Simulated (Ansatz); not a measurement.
# ZnS (Wurtzite-4H): a point defect seen from the nuclei (P on an S site), part 3 of 3

How do the nuclei near a point defect see it? The defect is P on an S site in ZnS (Wurtzite-4H) (cell charge -1), first unrelaxed. The cell is a supercell built from a COD entry. Planned: a single point, then a relaxation, then a check of dispersion.

Ansatz 0.2.0; DFT, PBE, plane-wave PAW, default files, scalar-relativistic, as far as a step names no other. Earlier steps stand in the parts before.

## (4) Trying other settings (hamiltonian.dispersion = d3bjatm)

Contents of input.yaml:

```yaml
crystal:
  lattice:
    - [5.73405, 3.310555311, 0.0]
    - [-5.73405, 3.310555311, 0.0]
    - [0.0, 0.0, 12.52]
  atoms:
    - { symbol: Zn, position: [0.0, 0.0, 0.0] }
    - { symbol: Zn, position: [0.3333333333, 0.6666666667, 0.0] }
    - { symbol: Zn, position: [0.6666666667, 0.3333333333, 0.0] }
    - { symbol: Zn, position: [0.0, 0.0, 0.5] }
    - { symbol: Zn, position: [0.3333333333, 0.6666666667, 0.5] }
    - { symbol: Zn, position: [0.6666666667, 0.3333333333, 0.5] }
    - { symbol: Zn, position: [0.3333333333, 0.3333333334, 0.25] }
    - { symbol: Zn, position: [0.6666666667, 0.0, 0.25] }
    - { symbol: Zn, position: [0.0, 0.6666666667, 0.25] }
    - { symbol: Zn, position: [0.3333333333, 1.0, 0.75] }
    - { symbol: Zn, position: [0.6666666667, 0.6666666666, 0.75] }
    - { symbol: Zn, position: [0.0, 0.3333333333, 0.75] }
    - { symbol: P, position: [0.0, 0.0, 0.1875] }
    - { symbol: S, position: [0.3333333333, 0.6666666667, 0.1875] }
    - { symbol: S, position: [0.6666666667, 0.3333333333, 0.1875] }
    - { symbol: S, position: [0.0, 0.0, 0.6875] }
    - { symbol: S, position: [0.3333333333, 0.6666666667, 0.6875] }
    - { symbol: S, position: [0.6666666667, 0.3333333333, 0.6875] }
    - { symbol: S, position: [0.3333333333, 0.3333333334, 0.4375] }
    - { symbol: S, position: [0.6666666667, 0.0, 0.4375] }
    - { symbol: S, position: [0.0, 0.6666666667, 0.4375] }
    - { symbol: S, position: [0.3333333333, 1.0, 0.9375] }
    - { symbol: S, position: [0.6666666667, 0.6666666666, 0.9375] }
    - { symbol: S, position: [0.0, 0.3333333333, 0.9375] }
total_charge: -1
kpoints:
  mp_grid: { grid: [3, 3, 2] }
scf:
  occupations: { method: fermi_dirac, width: 0.01 }
hamiltonian:
  xc: pbe
  pseudopotentials: { kind: paw }
  dispersion: d3bjatm
output:
  forces: true
  stress: true
  populations: true
  efg:
    quadrupole_moments_barn: { Zn: 0.122, S: -0.0694 }
    contact_densities: true
```

Command:

```
ansatz run input.yaml --threads 1 --pin off --max-ram 3072MiB --backend cpu --events-out ev --progress --plain --runs-dir out
```

Log:

```text
Warning: RAYON_NUM_THREADS=1 ignored (pool sized by the plan → 1); use --threads N
Engine: ansatz 0.2.0, aarch64-unknown-linux-gnu
Pseudopotentials: kind: paw
Pseudopotential: Zn, paw, valence charge 12, recommended cutoff 420 eV (normal), Zn.paw.azcp
Pseudopotential: P, paw, valence charge 5, recommended cutoff 420 eV (normal), P.paw.azcp
Pseudopotential: S, paw, valence charge 6, recommended cutoff 420 eV (normal), S.paw.azcp
Functional definition: PBE
  parameter kappa = 0.804
  parameter beta = 0.06672455060314922
  exchange = pbe_x(kappa = kappa, mu = beta*pi^2/3)
  correlation = pbe_c(beta = beta)
Crystal: 24 atoms, lattice volume = 475.332 Å³
Basis set: ecut = 420 eV, 9245 PW (Γ), exchange–correlation on 90×90×180 points (8 copies of the dense FFT grid, shifted against one another)
Bands: 132, of which v1, the nominal top of the filled ones, is band 108 counted from 1 (107 counted from 0)
Symmetry: 6 space group operations
Space group: P31m (ITA 157), of the structure as read, at distance tolerance 7.8e-5 Å
k-points: 6 of 18 (time reversal used)
Non-local potential: Zn, projectors of the file, l = 0: 2, l = 1: 2, l = 2: 3, l = 3: 1
Non-local potential: P, projectors of the file, l = 0: 2, l = 1: 2, l = 2: 2
Non-local potential: S, projectors of the file, l = 0: 2, l = 1: 2, l = 2: 2
PAW form: soft (Blöchl's): semilocal exchange-correlation on the pseudo side does not see the compensation charge
PAW one-centre angular grid: Zn, 590 points (default); XC on 64 Gauss nodes
PAW one-centre angular grid: P, 110 points (default); XC on 64 Gauss nodes
PAW one-centre angular grid: S, 110 points (default); XC on 64 Gauss nodes
Initial density: superposition of atomic densities (neutral atoms scaled as one to the charged cell's electrons: chi_scale 0, normalization atom), corrected by the library's trained network
Initial wavefunctions: pseudopotential atomic-orbital guess
Functional: x = pbe(κ = 0.804, μ = 0.2195149727645171), c = pbe(β = 0.06672455060314922)
SCF iter   1: F=—  HF=-50525.233497 eV  |F-HF|=—  |Δ(HF+E_count)|=         —  Δρ=2.12e-2  dr2=1.51e0  ethr=1.77e-3  ⟨swp⟩=8.7  Hψ=3799  notcnv=0  defer=46
preconditioner: auto → Resta (q_TF=auto, 2.392 Å⁻¹)  ε∞=7.0  [insulator: Δε(μ)=1.358 eV  Ē_g=10.215 eV  σ=0.010 eV  W_gap=1.00  n_scr=110 (ndim 8)  ℏωp=25.0 eV  f_vac=0.032  D(μ)=0.00/eV (n_scr^D=0)  ε∞_Penn≈7.0]
SCF iter   2: F=—  HF=-50524.805625 eV  |F-HF|=—  |Δ(HF+E_count)|=   4.28e-1  Δρ=2.63e-3  dr2=6.68e-2  ethr=7.01e-4  ⟨swp⟩=3.0  Hψ=1554  notcnv=0  defer=102
SCF iter   3: F=—  HF=-50524.722385 eV  |F-HF|=—  |Δ(HF+E_count)|=   8.32e-2  Δρ=3.12e-3  dr2=7.09e-2  ethr=3.09e-5  ⟨swp⟩=2.8  Hψ=1330  notcnv=0  defer=102
SCF iter   4: F=—  HF=-50524.706413 eV  |F-HF|=—  |Δ(HF+E_count)|=   1.60e-2  Δρ=7.96e-4  dr2=1.07e-2  ethr=3.09e-5  ⟨swp⟩=2.2  Hψ=1309  notcnv=0  defer=102
SCF iter   5: F=—  HF=-50524.708017 eV  |F-HF|=—  |Δ(HF+E_count)|=   1.60e-3  Δρ=4.38e-4  dr2=1.23e-3  ethr=4.95e-6  ⟨swp⟩=2.5  Hψ=1536  notcnv=0  defer=101
SCF iter   6: F=—  HF=-50524.707793 eV  |F-HF|=—  |Δ(HF+E_count)|=   2.24e-4  Δρ=2.19e-4  dr2=2.58e-4  ethr=5.69e-7  ⟨swp⟩=2.0  Hψ=1296  notcnv=0  defer=101
SCF iter   7: F=—  HF=-50524.707756 eV  |F-HF|=—  |Δ(HF+E_count)|=   3.71e-5  Δρ=7.56e-5  dr2=4.46e-5  ethr=1.19e-7  ⟨swp⟩=2.0  Hψ=1281  notcnv=0  defer=101
SCF iter   8: F=—  HF=-50524.707473 eV  |F-HF|=—  |Δ(HF+E_count)|=   2.83e-4  Δρ=1.56e-5  dr2=1.83e-6  ethr=2.07e-8  ⟨swp⟩=2.0  Hψ=1323  notcnv=0  defer=101
SCF iter   9: F=—  HF=-50524.707476 eV  |F-HF|=—  |Δ(HF+E_count)|=   2.30e-6  Δρ=1.12e-5  dr2=4.38e-7  ethr=8.47e-10  ⟨swp⟩=3.0  Hψ=1368  notcnv=0  defer=101
SCF iter  10: F=—  HF=-50524.707476 eV  |F-HF|=—  |Δ(HF+E_count)|=   5.86e-8  Δρ=6.19e-6  dr2=1.38e-7  ethr=2.03e-10  ⟨swp⟩=2.0  Hψ=1275  notcnv=0  defer=101
SCF iter  11: F=-50524.707476 eV  HF=-50524.707476 eV  |F-HF|=1.51e-9  |Δ(HF+E_count)|=   5.62e-9  Δρ=1.82e-6  dr2=1.71e-8  ethr=4.63e-11  ⟨swp⟩=15.8  Hψ=4803  notcnv=0
SCF 1 converged in 11 iterations: F = -50524.707476 eV  dr2 = 1.71e-8
SCF converged after 11 iterations
Free energy (F): -50524.707476 eV
Harris-Foulkes:  -50524.707476 eV  (|F-HF|=1.51e-9)
Internal energy: -50524.707476 eV  (E = F + TS)
E sigma→0 (E₀):  -50524.707476 eV
Fermi energy:    7.316007 eV
--- Per-component energies (eV) ---
  E_band       = 62.817316
  E_kinetic    = 2835.912554
  E_local      = -24515.641241  (includes V_loc(G=0)·N_el)
  E_nonlocal   = 7717.298076
  E_hartree    = 10255.325161
  E_xc         = -2787.816054
  E_vxc        = -1661.641888  (∫ρ·V_xc dr)
  E_paw        = -29107.681612  (= ΣΔE_a)
  E_vpaw       = -4823.753088  (= ΣTr[D̂ρ^β])
  E_aug_tail   = -0.004343  (compensation charges beyond the density's cutoff)
  E_ewald      = -14915.165248
  E_disp       = -6.934769  (pairwise vdW)
  E_smearing   = -0.000000  (= −TS)
  E_closure    = -0.000000  (closes the sum)
  E_deformation_potential = -11.817465  (in the stress; not in F)
  Σ components = -50524.707476   (vs F -50524.707476, Δ=0.00e0)
--- Forces (eV/Å), atoms counted from 1 ---
  atom   1  Zn     0.00000000     0.00000000     0.96286218
  atom   2  Zn     0.00000000     0.00000000     0.34361311
  atom   3  Zn     0.00000000     0.00000000     0.34361311
  atom   4  Zn    -0.00000000     0.00000000    -0.21663143
  atom   5  Zn    -0.00000000    -0.00000000    -0.09634353
  atom   6  Zn    -0.00000000    -0.00000000    -0.09634353
  atom   7  Zn    -0.00000000    -0.54768114    -0.56732882
  atom   8  Zn     0.47430578     0.27384057    -0.56732882
  atom   9  Zn    -0.47430578     0.27384057    -0.56732882
  atom  10  Zn     0.04467086     0.02579073     0.23477234
  atom  11  Zn     0.00000000    -0.05158147     0.23477234
  atom  12  Zn    -0.04467086     0.02579073     0.23477234
  atom  13  P     -0.00000000     0.00000000     0.03564146
  atom  14  S      0.00000000     0.00000000    -0.01505752
  atom  15  S     -0.00000000     0.00000000    -0.01505752
  atom  16  S     -0.00000000    -0.00000000    -0.04950392
  atom  17  S     -0.00000000    -0.00000000    -0.06552603
  atom  18  S     -0.00000000    -0.00000000    -0.06552603
  atom  19  S      0.00000000     0.14607826     0.39903506
  atom  20  S     -0.12650748    -0.07303913     0.39903506
  atom  21  S      0.12650748    -0.07303913     0.39903506
  atom  22  S      0.12222796     0.07056834    -0.42172246
  atom  23  S     -0.00000000    -0.14113669    -0.42172246
  atom  24  S     -0.12222796     0.07056834    -0.42172246
  max |Σ_I F_I| component: 8.74e-6 eV/Å
--- Stress (GPa, compression-positive) ---
       -0.662120       0.000000      -0.000000
        0.000000      -0.662120       0.000000
       -0.000000      -0.000000      -0.944156
  P = ⅓ Tr σ = -0.7561 GPa (-7.561 kbar)
--- PAW observables at the nuclei: V_zz in 10²¹ V/m², potentials from the cell's mean, atoms counted from 1 ---
  atom   1  Zn V_zz =    -4.388185   η = 0.0000   by run symmetry: allowed   C_q = -12.9449 MHz
            electrostatic potential = -3941.838137 V   contact ρ = 166608.686238 e/Å³
  atom   2  Zn V_zz =    -0.615830   η = 0.0000   by run symmetry: allowed   C_q = -1.8167 MHz
            electrostatic potential = -3941.459620 V   contact ρ = 166603.932265 e/Å³
  atom   3  Zn V_zz =    -0.615830   η = 0.0000   by run symmetry: allowed   C_q = -1.8167 MHz
            electrostatic potential = -3941.459620 V   contact ρ = 166603.932265 e/Å³
  atom   4  Zn V_zz =    +0.676520   η = 0.0000   by run symmetry: allowed   C_q = +1.9957 MHz
            electrostatic potential = -3941.285239 V   contact ρ = 166604.100325 e/Å³
  atom   5  Zn V_zz =    +0.779970   η = 0.0000   by run symmetry: allowed   C_q = +2.3009 MHz
            electrostatic potential = -3941.310651 V   contact ρ = 166604.300038 e/Å³
  atom   6  Zn V_zz =    +0.779970   η = 0.0000   by run symmetry: allowed   C_q = +2.3009 MHz
            electrostatic potential = -3941.310651 V   contact ρ = 166604.300038 e/Å³
  atom   7  Zn V_zz =    -4.346731   η = 0.3542   by run symmetry: allowed   C_q = -12.8226 MHz
            electrostatic potential = -3942.119483 V   contact ρ = 166608.635703 e/Å³
  atom   8  Zn V_zz =    -4.346731   η = 0.3542   by run symmetry: allowed   C_q = -12.8226 MHz
            electrostatic potential = -3942.119483 V   contact ρ = 166608.635703 e/Å³
  atom   9  Zn V_zz =    -4.346731   η = 0.3542   by run symmetry: allowed   C_q = -12.8226 MHz
            electrostatic potential = -3942.119483 V   contact ρ = 166608.635703 e/Å³
  atom  10  Zn V_zz =    -0.802612   η = 0.0390   by run symmetry: allowed   C_q = -2.3677 MHz
            electrostatic potential = -3941.144259 V   contact ρ = 166604.501113 e/Å³
  atom  11  Zn V_zz =    -0.802612   η = 0.0390   by run symmetry: allowed   C_q = -2.3677 MHz
            electrostatic potential = -3941.144259 V   contact ρ = 166604.501113 e/Å³
  atom  12  Zn V_zz =    -0.802612   η = 0.0390   by run symmetry: allowed   C_q = -2.3677 MHz
            electrostatic potential = -3941.144259 V   contact ρ = 166604.501113 e/Å³
  atom  13  P  V_zz =    +1.099476   η = 0.0000   by run symmetry: allowed
            electrostatic potential = -1495.569667 V   contact ρ = 16017.883380 e/Å³
  atom  14  S  V_zz =    +2.954666   η = 0.0000   by run symmetry: allowed   C_q = -4.9582 MHz
            electrostatic potential = -1633.495819 V   contact ρ = 19765.346016 e/Å³
  atom  15  S  V_zz =    +2.954666   η = 0.0000   by run symmetry: allowed   C_q = -4.9582 MHz
            electrostatic potential = -1633.495819 V   contact ρ = 19765.346016 e/Å³
  atom  16  S  V_zz =    -0.458600   η = 0.0000   by run symmetry: allowed   C_q = +0.7696 MHz
            electrostatic potential = -1632.609370 V   contact ρ = 19765.098129 e/Å³
  atom  17  S  V_zz =    -0.651501   η = 0.0000   by run symmetry: allowed   C_q = +1.0933 MHz
            electrostatic potential = -1632.651676 V   contact ρ = 19765.140000 e/Å³
  atom  18  S  V_zz =    -0.651501   η = 0.0000   by run symmetry: allowed   C_q = +1.0933 MHz
            electrostatic potential = -1632.651676 V   contact ρ = 19765.140000 e/Å³
  atom  19  S  V_zz =    -1.538375   η = 0.0123   by run symmetry: allowed   C_q = +2.5815 MHz
            electrostatic potential = -1632.939295 V   contact ρ = 19765.307692 e/Å³
  atom  20  S  V_zz =    -1.538375   η = 0.0123   by run symmetry: allowed   C_q = +2.5815 MHz
            electrostatic potential = -1632.939295 V   contact ρ = 19765.307692 e/Å³
  atom  21  S  V_zz =    -1.538375   η = 0.0123   by run symmetry: allowed   C_q = +2.5815 MHz
            electrostatic potential = -1632.939295 V   contact ρ = 19765.307692 e/Å³
  atom  22  S  V_zz =    -1.225909   η = 0.7632   by run symmetry: allowed   C_q = +2.0572 MHz
            electrostatic potential = -1632.950910 V   contact ρ = 19765.307454 e/Å³
  atom  23  S  V_zz =    -1.225909   η = 0.7632   by run symmetry: allowed   C_q = +2.0572 MHz
            electrostatic potential = -1632.950910 V   contact ρ = 19765.307454 e/Å³
  atom  24  S  V_zz =    -1.225909   η = 0.7632   by run symmetry: allowed   C_q = +2.0572 MHz
            electrostatic potential = -1632.950910 V   contact ρ = 19765.307454 e/Å³
--- Band table (eV; the first three rows and the last of 6) ---
  k-point 0: bands = ["-7.5978", "-7.0853", "-6.9457", "-6.6642", "-6.6427", "-6.3427", "-6.3427", "-6.3398", "-6.3398", "-6.2250", "-5.8197", "-2.6179", "-0.9434", "-0.9434", "-0.9036", "-0.8429", "-0.8429", "-0.7531", "-0.7531", "-0.7405", "-0.7357", "-0.6850", "-0.6850", "-0.6764", "-0.6586", "-0.6586", "-0.5978", "-0.5978", "-0.5482", "-0.5482", "-0.5223", "-0.5199", "-0.4739", "-0.4739", "-0.4377", "-0.4377", "-0.3952", "-0.3669", "-0.3669", "-0.3518", "-0.3518", "-0.3384", "-0.3359", "-0.3359", "-0.2591", "-0.2591", "-0.1790", "-0.1772", "-0.1772", "-0.1762", "-0.1657", "-0.1657", "0.0140", "0.0851", "0.0851", "0.1183", "0.1183", "0.1779", "0.1779", "0.2232", "0.2405", "0.2728", "0.2728", "0.2997", "0.4018", "0.4018", "0.4665", "0.4665", "0.4724", "0.4724", "0.4740", "0.6314", "0.7824", "0.7930", "0.7930", "0.9658", "1.0005", "1.3911", "1.6036", "1.6392", "1.6392", "2.0242", "2.0242", "2.4307", "2.4307", "2.9391", "2.9525", "3.0933", "3.0933", "3.3430", "3.5124", "3.6114", "3.6114", "3.9202", "3.9202", "4.2247", "4.2247", "4.4304", "4.6685", "4.6685", "5.1355", "5.1533", "5.1533", "5.3344", "5.3344", "6.2337", "6.7542", "6.7542", "7.8625", "8.6796", "9.1475", "9.8368", "10.1137", "10.4101", "10.4128", "10.4128", "10.6518", "10.6518", "10.9290", "10.9290", "11.1267", "11.1267", "11.4852", "11.7252", "11.8868", "11.8868", "12.0970", "12.2484", "12.2484", "12.3617", "12.3617", "12.6353"]
[... 3 lines left out ...]
--- Löwdin populations: 24 sites ---
  site symbol       q [e]
     0     Zn     10.7548
     1     Zn     10.7258
     2     Zn     10.7258
     3     Zn     10.7275
     4     Zn     10.7315
     5     Zn     10.7315
     6     Zn     10.7531
     7     Zn     10.7531
     8     Zn     10.7531
     9     Zn     10.7326
    10     Zn     10.7326
    11     Zn     10.7326
    12      P      6.5116
    13      S      7.1082
    14      S      7.1082
    15      S      7.1031
    16      S      7.1047
    17      S      7.1047
    18      S      7.1021
    19      S      7.1021
    20      S      7.1021
    21      S      7.1018
    22      S      7.1018
    23      S      7.1018
  spilling = 0.011546 (of n_electrons = 216.000000)
```

Run time: 77 s. Hardware: 1 thread of Arm Neoverse V1, shared host; peak memory 0.85 GiB.

State: gap on the mesh 1.11 eV, largest force 0.963 eV/Å, pressure -0.8 GPa.

Beside the values of step 2 (V_zz in 10²¹ V/m²):

```csv
site,atoms,"V_zz, PBE","V_zz, dispersion d3bjatm","η, PBE","η, dispersion d3bjatm"
P,13,1.10,1.10,0.00,0.00
Zn7,"7, 8, 9",-4.35,-4.35,0.35,0.35
Zn1,1,-4.39,-4.39,0.00,0.00
S14,"14, 15",2.95,2.95,0.00,0.00
S22,"22, 23, 24",-1.23,-1.23,0.76,0.76
S19,"19, 20, 21",-1.54,-1.54,0.01,0.01
Zn4,4,0.68,0.68,0.00,0.00
Zn2,"2, 3",-0.62,-0.62,0.00,0.00
Zn5,"5, 6",0.78,0.78,0.00,0.00
Zn10,"10, 11, 12",-0.80,-0.80,0.04,0.04
S16,16,-0.46,-0.46,0.00,0.00
S17,"17, 18",-0.65,-0.65,0.00,0.00
```

The sizes of the gradients above 0.15 moved by less than 0.1 % at any site. An added dispersion term adds to energy, forces and stress but leaves the density alone.

## (5) From gradients to spectra (values of step 3)

³³S (I = 3/2, Q = -69.40 mb) at 9.40 T, Larmor frequency 30.8 MHz. Second-order quadrupolar shifts of the central transition; chemical shifts are not computed, so all sites share one zero.

```csv
site,count,C_Q (MHz),η,ν_Q (MHz),δ_QIS (ppm)
S14,2,-3.78,0.00,1.89,-378.0
S19,3,2.80,0.07,1.40,-207.2
S22,3,2.30,0.99,1.15,-185.4
S17,2,0.784,0.00,0.392,-16.2
```

³³S central transition, under fast magic-angle spinning:

kHz, intensity and a bar:
```
    -29.8          0 
    -27.4          1 
    -25.0          1 
    -22.7          1 
    -20.3          2 
    -17.9         14 ####
    -15.5         13 ####
    -13.2         15 ####
    -10.8         36 ###########
     -8.4         59 ##################
     -6.0         90 ###########################
     -3.6         77 #######################
     -1.3        100 ##############################
      1.1         17 #####
```

## (6) What came out

The summary covers parts 1 to 3.

```
                                                                   quantity                                                                                                                          value
                                                             state (step 3)                                                            gap on the mesh 1.48 eV, largest force 0.008 eV/Å, pressure 1.8 GPa
                                           V_zz by site, step 3 (10²¹ V/m²)                                           P 0.82, Zn1 -5.96, Zn7 -5.72, S14 2.25, S19 -1.67, Zn4 1.41, S22 -1.37, Zn2 -1.32, …
                                                largest C_Q in size, step 3                                                                                                          17.6 MHz, ⁶⁷Zn at Zn1
                                       step 3 (ions relaxed) against step 2  27 % in the median, over a factor of two at the site that moves most (small gradients counted from 0.15; Zn2, -0.62 to -1.32)
step 4 (hamiltonian.dispersion = d3bjatm) against step 2, before relaxation                                                                                                    less than 0.1 % at any site
```

What this shows: Site Zn1 (1 P at 2.27 Å, 3 S at 2.39 Å) carries the largest gradient. The runs allow no spin. The relaxation kept the symmetry P31m, so a distorted place of lower energy may have been missed. Moves of at most 0.09 Å on relaxation changed gradients by over a factor of two at the worst site (27 % in the median) (gradients over 0.15 counted), so small moves matter. At 9.40 T the ³³S line of the largest coupling listed spans about 25 kHz under magic-angle spinning and 61 kHz static, from the quadrupolar part alone (no shift anisotropy). The defect repeats with the cell of 24 atoms, so it feels its images: sites between two images don't show the values beside a lone defect, and zeros or small values of η there can come from the images' arrangement. S and Zn carry a gradient in the pure host already, so the values there aren't the defect's effect alone. The relaxation keeps the site symmetry 3m of the start, so the impurity can move only along its axis; a start off the site could end lower. A uniform background compensates the cell's charge.

These are semilocal Kohn-Sham gaps, which aren't the measured quantity. Such gaps usually fall short of the measured ones.
